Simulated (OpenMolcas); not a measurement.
# One shape, several levels: C3H11AlO (SMILES C[Al-](C)(C)[OH2+])

Wanted: a comparison of 6 runs (HF/6-31G*, B3LYP/6-31G*, BLYP/6-31G*, M06-2X/6-31G*, revPBE/6-31G*, CCSD(T)/6-31G*) of C3H11AlO. 

Program for the calculation: OpenMolcas 26.06.

1 further run of the same task is left out (set aside as unsound or not needed).

**1. The structure to begin with**

C3H11AlO: 16 atoms, total charge 0, spin state singlet. As SMILES, `C[Al-](C)(C)[OH2+]`. Geometry: relaxed at PBE0-D4/def2-TZVP. This is one conformer, not always the lowest.

Bond lengths: C1–Al2 1.979 Å, Al2–C3 1.979 Å, Al2–C4 1.966 Å, Al2–O5 2.056 Å, C1–H6 1.097 Å, C1–H7 1.096 Å, C1–H8 1.097 Å, C3–H9 1.097 Å, C3–H10 1.097 Å, C3–H11 1.096 Å, C4–H12 1.095 Å, C4–H13 1.096 Å, C4–H14 1.095 Å, O5–H15 0.964 Å, O5–H16 0.964 Å. Some angles: C1–Al2–C3 117.8°, C1–Al2–C4 117.9°, C1–Al2–O5 96.3°, C3–Al2–C4 118.0°, C3–Al2–O5 96.3°, C4–Al2–O5 102.6°, Al2–C1–H6 113.5°, Al2–C1–H7 110.5°, Al2–C1–H8 113.0°, Al2–C3–H9 113.0°.

**2. Energy and forces at HF/6-31G(d) (spherical functions) (run 1)**

mol.inp

```
&gateway
 baslib
 $CurrDir
 coord
 16
 bohr
 C     -1.20560747     1.36647986    -3.23655283
 Al     0.16172276    -0.26556321    -0.16172276
 C      3.21051240     1.23658008     1.39930440
 C     -0.39825978    -3.91388737     0.26934266
 O     -2.39662626     1.28242484     2.31980889
 H     -1.10690708     3.43567327    -3.18749554
 H     -0.13048559     0.78355604    -4.90811007
 H     -3.17324701     0.84206196    -3.62396558
 H      3.48380460     0.64987681     3.36855020
 H      3.22632941     3.30817345     1.35499032
 H      4.91617920     0.63133860     0.39230714
 H     -0.03136945    -4.54520707     2.20566944
 H      0.85814353    -5.01093007    -0.95862027
 H     -2.33137402    -4.47746039    -0.20821002
 H     -1.52848608     2.30907525     3.54811198
 H     -3.55432918     2.36778904     1.42655425
 basis
 6-31Gs
 group
 NoSym

&seward

&scf
 thresholds
 1e-10 1e-07 1e-07 1e-05
 prorbitals
 1 2

&alaska
```

The basis set 6-31G* is read from a file made from the Basis Set Exchange's data (not shown).

Started as:

```console
$ export MOLCAS_MEM=1860
$ pymolcas mol.inp > mol.log
```

What it wrote:

```text
--- Start Module: gateway ---
[...]
--- Stop Module: gateway /rc=_RC_ALL_IS_WELL_ ---
[...]
      Basis functions           96
[...]
--- Start Module: scf ---
[...]
       Convergence after  12 Iterations
[...]
::    Total SCF energy                               -436.7887648773
[...]
      Total spin, S                                     0.0000000000
[...]
      Total electronic charge=   50.000000
      Total            charge=   -0.000000
[...]
      Dipole Moment (debye):
      Origin of the operator (angstrom)=   -0.0826   -0.0123    0.0783
                   X= -2.1567E+00               Y=  3.0045E+00               Z=  2.1389E+00           Total=  4.2724E+00
      Quadrupole Moment (debye*angstrom):
[...]
--- Stop Module: scf /rc=_RC_ALL_IS_WELL_ ---
[...]
--- Start Module: alaska ---
[...]
 *              Molecular gradients               *
 **************************************************
  Irreducible representation: a
 ------------------------------------------------------------------------------------------
                              X                       Y                       Z
 ------------------------------------------------------------------------------------------
  C1                1.84944852036262E-03   -2.68415362262786E-03    7.86230553393796E-03
  AL2               6.12633016896513E-04    6.56287109876974E-04   -5.47052313288443E-04
  C3               -7.82249450935701E-03   -2.40025927658349E-03   -2.31531179738287E-03
  C4                4.95877534034239E-04    8.37731226372274E-03   -2.35868149195573E-04
  O5                3.03922161480141E-03   -1.66230099898032E-02   -3.41509758474245E-03
  H6                8.22040411528419E-04    3.38255640557517E-03    8.45369824904130E-04
  H7                2.37651624296564E-03   -1.66035264614295E-03   -2.57200286982107E-03
  H8               -3.32733186155743E-03   -1.71592268004161E-03   -2.74763928541422E-04
[...]
--- Stop Module: alaska /rc=_RC_ALL_IS_WELL_ ---
[...]
```

Run time: 20 s. Hardware: 1 thread of AMD EPYC 7R43 (Zen 3), shared host; peak memory 0.53 GiB.

**3. Energy and gradient at B3LYP/6-31G(d) (spherical functions) (run 2)**

mol.inp

```
* C3H11AlO Kohn-Sham DFT

&GATEWAY
  BasLib=$CurrDir
  Coord
  16
  bohr
  C     -1.20560747     1.36647986    -3.23655283
  Al     0.16172276    -0.26556321    -0.16172276
  C      3.21051240     1.23658008     1.39930440
  C     -0.39825978    -3.91388737     0.26934266
  O     -2.39662626     1.28242484     2.31980889
  H     -1.10690708     3.43567327    -3.18749554
  H     -0.13048559     0.78355604    -4.90811007
  H     -3.17324701     0.84206196    -3.62396558
  H      3.48380460     0.64987681     3.36855020
  H      3.22632941     3.30817345     1.35499032
  H      4.91617920     0.63133860     0.39230714
  H     -0.03136945    -4.54520707     2.20566944
  H      0.85814353    -5.01093007    -0.95862027
  H     -2.33137402    -4.47746039    -0.20821002
  H     -1.52848608     2.30907525     3.54811198
  H     -3.55432918     2.36778904     1.42655425
  Basis=6-31Gs
  Group=NoSym

&SEWARD
  GridInput
  Grid=UltraFine
  End of Grid

&SCF
  KSDFT=B3LYP
  Thresholds=1e-10 1e-07 1e-07 1e-05
  PrOrbitals=0

&ALASKA
```

The basis set 6-31G* is read from a file made from the Basis Set Exchange's data (not shown).

Started as:

```console
$ export MOLCAS_MEM=1860
$ pymolcas mol.inp > mol.log
```

What it wrote:

```text
--- Start Module: gateway ---
[...]
--- Stop Module: gateway /rc=_RC_ALL_IS_WELL_ ---
[...]
      Basis functions           96
[...]
--- Start Module: scf ---
[...]
       Convergence after  13 Iterations
[...]
::    Total KS-DFT energy                            -438.6224636703
[...]
      Total spin, S                                     0.0000000000
[...]
      Total electronic charge=   50.000000
      Total            charge=   -0.000000
[...]
      Dipole Moment (debye):
      Origin of the operator (angstrom)=   -0.0826   -0.0123    0.0783
                   X= -2.1066E+00               Y=  2.8636E+00               Z=  2.0873E+00           Total=  4.1225E+00
      Quadrupole Moment (debye*angstrom):
[...]
--- Stop Module: scf /rc=_RC_ALL_IS_WELL_ ---
[...]
--- Start Module: alaska ---
[...]
 *              Molecular gradients               *
 **************************************************
  Irreducible representation: a
 ------------------------------------------------------------------------------------------
                              X                       Y                       Z
 ------------------------------------------------------------------------------------------
  C1                8.87061696421831E-05   -1.03374421519753E-04    3.98014519991996E-04
  AL2              -9.23716088110371E-04    9.43328932937026E-04    9.30470277007878E-04
  C3               -3.85377446638913E-04   -1.15897702645640E-04   -1.28634840872444E-04
  C4               -8.97388445795233E-05    5.95893607629350E-04    1.21402209160737E-04
  O5                1.54622066664345E-03    8.56727884705348E-03   -1.29863246678230E-03
  H6                2.54485711614700E-04   -2.49908111062513E-03    7.17784378986175E-04
  H7               -9.54238651857953E-04    3.16564929280228E-04    2.04887336852533E-03
  H8                2.24141016746593E-03    3.43704569624181E-05    9.54521982286405E-04
[...]
--- Stop Module: alaska /rc=_RC_ALL_IS_WELL_ ---
[...]
```

Wall time 2 min (1 thread of AMD EPYC 7R43 (Zen 3), shared host); peak memory 0.53 GiB.

Run 3 isn't shown in full; the table further down has it.

**4. Energy and gradient at M06-2X/6-31G(d) (spherical functions) (run 4)**

mol.xyz

```xyz
16

C     -0.637980     0.723110    -1.712710
Al     0.085580    -0.140530    -0.085580
C      1.698930     0.654370     0.740480
C     -0.210750    -2.071140     0.142530
O     -1.268240     0.678630     1.227590
H     -0.585750     1.818080    -1.686750
H     -0.069050     0.414640    -2.597260
H     -1.679210     0.445600    -1.917720
H      1.843550     0.343900     1.782560
H      1.707300     1.750610     0.717030
H      2.601530     0.334090     0.207600
H     -0.016600    -2.405220     1.167190
H      0.454110    -2.651670    -0.507280
H     -1.233710    -2.369370    -0.110180
H     -0.808840     1.221910     1.877580
H     -1.880870     1.252980     0.754900
```

run.input

```
&GATEWAY
 BasLib=$CurrDir
 Coord=mol.xyz
 Basis=6-31Gs
 Group=NoSym

&SEWARD
 GridInput
 Grid=UltraFine
 End of Grid

&SCF
 KSDFT=M062X
 Thresholds=1e-10 1e-07 1e-07 1e-05
 PrOrbitals=1 1

&ALASKA
```

The basis set 6-31G* is read from a file made from the Basis Set Exchange's data (not shown).

Started as:

```console
$ export MOLCAS_MEM=1860
$ pymolcas run.input > run.log
```

What it wrote:

```text
--- Start Module: gateway ---
[...]
--- Stop Module: gateway /rc=_RC_ALL_IS_WELL_ ---
[...]
      Basis functions           96
[...]
--- Start Module: scf ---
[...]
       Convergence after  12 Iterations
[...]
::    Total KS-DFT energy                            -438.4746947449
[...]
      Total spin, S                                     0.0000000000
[...]
      Total electronic charge=   50.000000
      Total            charge=   -0.000000
[...]
      Dipole Moment (debye):
      Origin of the operator (angstrom)=   -0.0826   -0.0123    0.0783
                   X= -2.1159E+00               Y=  2.9060E+00               Z=  2.0973E+00           Total=  4.1618E+00
      Quadrupole Moment (debye*angstrom):
[...]
--- Stop Module: scf /rc=_RC_ALL_IS_WELL_ ---
[...]
--- Start Module: alaska ---
[...]
 *              Molecular gradients               *
 **************************************************
  Irreducible representation: a
 ------------------------------------------------------------------------------------------
                              X                       Y                       Z
 ------------------------------------------------------------------------------------------
  C1               -9.89014548506972E-05    1.69864432512323E-04   -2.85243422773362E-04
  AL2               1.33917387248328E-04    6.12377345573289E-04   -7.86276821851395E-05
  C3                2.80062608087661E-04    8.53131155529319E-05    8.48231928682885E-05
  C4               -1.89494590852157E-04   -1.18364220298872E-04    2.48014553066223E-04
  O5               -8.07329332244144E-04    7.83299925347049E-03    9.19465464459535E-04
  H6                1.17453903290118E-04   -1.11126443653653E-03    2.96390853367412E-04
  H7               -3.10177878173779E-04    2.55411191920629E-05    6.02338111082013E-04
  H8                9.20174521148454E-04   -9.82253290671142E-06    2.35351186335109E-04
[...]
--- Stop Module: alaska /rc=_RC_ALL_IS_WELL_ ---
[...]
```

It took 2.1 min on 1 thread of AMD EPYC 7R43 (Zen 3), shared host; peak memory 0.53 GiB.

Run 5 isn't shown in full; the table further down has it.

**5. A single-point energy at CCSD(T)/6-31G(d) (Cholesky decomposition, spherical functions) (run 6)**

geom.xyz

```xyz
16

C     -0.637980     0.723110    -1.712710
Al     0.085580    -0.140530    -0.085580
C      1.698930     0.654370     0.740480
C     -0.210750    -2.071140     0.142530
O     -1.268240     0.678630     1.227590
H     -0.585750     1.818080    -1.686750
H     -0.069050     0.414640    -2.597260
H     -1.679210     0.445600    -1.917720
H      1.843550     0.343900     1.782560
H      1.707300     1.750610     0.717030
H      2.601530     0.334090     0.207600
H     -0.016600    -2.405220     1.167190
H      0.454110    -2.651670    -0.507280
H     -1.233710    -2.369370    -0.110180
H     -0.808840     1.221910     1.877580
H     -1.880870     1.252980     0.754900
```

test.inp

```
* C3H11AlO CCSD(T)
>>> EXPORT MOLCAS_PRINT=2
&GATEWAY
BasLib=$CurrDir
Coord=geom.xyz
Basis=6-31Gs
Group=NoSym
&SEWARD
High
&SCF
Thresholds=1e-10 1e-07 1e-07 1e-05
PrOrbitals=1 1
&CHCC
Frozen=9
Threshold=1e-08
MaxIterations=80
&CHT3
Frozen=9
```

The basis set 6-31G* is read from a file made from the Basis Set Exchange's data (not shown).

Started as:

```console
$ export MOLCAS_MEM=1860
$ pymolcas test.inp > test.log
```

What it wrote:

```text
--- Start Module: gateway ---
[...]
--- Stop Module: gateway /rc=_RC_ALL_IS_WELL_ ---
[...]
      Basis functions           96
[...]
       Convergence after  12 Iterations
[...]
::    Total SCF energy                               -436.7887648029
[...]
      Total spin, S                                     0.0000000000
[...]
      Total electronic charge=   50.000000
      Total            charge=   -0.000000
[...]
      Dipole Moment (debye):
      Origin of the operator (angstrom)=   -0.0826   -0.0123    0.0783
                   X= -2.1567E+00               Y=  3.0045E+00               Z=  2.1389E+00           Total=  4.2724E+00
      Quadrupole Moment (debye*angstrom):
[...]
--- Start Module: chcc ---
[...]
--- Stop Module: chcc /rc=_RC_ALL_IS_WELL_ ---
[...]
--- Start Module: cht3 ---
[...]
--- Stop Module: cht3 /rc=_RC_ALL_IS_WELL_ ---
[...]
```

It took 5.2 min on 1 thread of AMD EPYC 7R43 (Zen 3), shared host; peak memory 0.17 GiB.

**6. The series**

```tsv
run	level	integration grid	integral approximation	energy (Eh)	dipole moment (D) of the reference	HOMO energy (eV)	LUMO energy (eV)	wall time
1	HF/6-31G* (spherical functions)	–	none	-436.788765	4.27	-9.84	3.66	20 s
2	B3LYP/6-31G* (spherical functions)	UltraFine	none	-438.622464	4.12	-6.33	0.05	2 min
3	BLYP/6-31G* (spherical functions)	UltraFine	none	-438.479472	4.08	-5.08	-0.56	1.9 min
4	M06-2X/6-31G* (spherical functions)	UltraFine	none	-438.474695	4.16	-7.81	1.13	2.1 min
5	revPBE/6-31G* (spherical functions)	UltraFine	none	-438.468660	4.06	-5.21	-0.42	1.8 min
6	CCSD(T)/6-31G* (Cholesky decomposition, spherical functions)	–	CD high	-437.503599	4.27	-9.84	3.66	5.2 min
```

**7. Outcome**

| quantity | value |
| --- | --- |
| run 6: total energy | -437.50360 Eh |
| run 6: dipole moment (mean-field density) | 4.27 D |
| run 6: HOMO energy (Hartree–Fock orbitals) | -9.84 eV |
| run 6: LUMO energy (Hartree–Fock orbitals) | 3.66 eV |
| run 6: HOMO–LUMO gap (Hartree–Fock orbitals) | 13.51 eV |
| run 6: correlation energy (9 core orbitals frozen) | -714.8 mEh |
| run 6: (T) correction | -14.89 mEh |

**Reading.** Over runs 1, 2, 3, 4, 5 the dipole moment (its size) runs from 4.06 D (revPBE/6-31G*) to 4.27 D (HF/6-31G*). Over runs 1, 2, 3, 4, 5 the HOMO–LUMO gap runs from 4.52 eV (BLYP/6-31G*) to 13.51 eV (HF/6-31G*). Exact exchange widens orbital gaps. Totals of different functionals can't be ranked against each other. All runs together took 13 min, the longest 5.2 min.
